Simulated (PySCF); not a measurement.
# [GdSF]−: other functionals and bases at one geometry

One table from this session's results is given with a row withheld; the runs are named, their logs left out.

Computed with PySCF 2.14.0. Level: several levels, as the steps say, no spin–orbit coupling.

1 further run of the same task is left out (for a known fault of the program).

## Starting geometry

3 atoms, charge -1, spin multiplicity 1.

Bond lengths: Gd1–S2 2.593 Å, Gd1–F3 2.181 Å. Angles: S2–Gd1–F3 132.6°.

Geometry (Å):

```
Gd   -0.21314    0.00000   -0.23039
S     2.16886    0.00000    0.79358
F    -2.20445    0.00000    0.66029
```

Formal oxidation states: Gd +2. Each metal's 8 4f electrons lie in its core potential, so multiplicities, spins and levels count the valence alone. For divalent La, Ce, Gd or Lu the extra electron is normally 5d or 6s, so this core forces an excited configuration. An earlier session relaxed this geometry at PBE0, Gd lcecp-0-SVP with ECP54, S def2-SVP, F def2-SVP (singlet, point group Cs).

At PBE0 on the finer grid: E = -527.614794 Eh, frontier levels not given, since the 4f levels lie in the core, Mulliken charge on Gd1 +0.19 e, largest force component 0.009 eV/Å. 

Levels to run: B3LYP; BP86; PBE0, TZVP. Hardware: 2 threads of Arm Neoverse V2, shared host.

The first run:

run.py (the lines that set the calculation) reads:

```python
mol = gto.M(atom='''
Gd    -0.21314     0.00000    -0.23039
S      2.16886     0.00000     0.79358
F     -2.20445     0.00000     0.66029''',
    basis={'Gd': 'lcecp-0-SVP', 'S': 'def2-SVP', 'F': 'def2-SVP'},
    ecp={'Gd': 'lcecp-0-SVP'},
    charge=-1, spin=0)
mf = dft.RKS(mol, xc='B3LYP')
mf.grids.atom_grid = (75, 302)  # f atoms: unpruned, at least (60, 302)
mf = mf.density_fit()  # fitting sets: Gd AutoAux, S def2-universal-JKFIT, F def2-universal-JKFIT
mf.conv_tol = 1e-08; mf.max_cycle = 55
mf.kernel(dm0)  # dm0: the density of the relaxed state
```

Command:

```console
$ OMP_NUM_THREADS=2 python run.py
```

Among the steps run: B3LYP; BP86; PBE0, TZVP.

One of the session's tables, all rows but one given; the rest of the session is left out.

| level | charge on Gd1 (e) | dipole (D) | largest force component (eV/Å) |
| --- | --- | --- | --- |
| PBE0 (relaxed here) | 0.19 | 9.11 | 0.01 |
| B3LYP | 0.12 | 8.55 | 0.22 |
| BP86 | ? | ? | ? |
| PBE0, TZVP | 0.67 | 9.91 | 0.30 |

Q: Estimate the row for BP86 from the others.

The run gave: charge on Gd1 (e): 0.03; dipole (D): 7.95; largest force component (eV/Å): 0.23. In the column «charge on Gd1 (e)» it is the lowest.

The dipole of a charged species depends on the origin, so these sizes hold for this origin alone.

The largest leftover force, 0.30 eV/Å with PBE0, TZVP, stands at a geometry relaxed at another level. With 4f in the core, its levels are missing from HOMO and gap, and its count is fixed, so no charge can pass from the ligands into it. Total energies of different levels can't be compared.
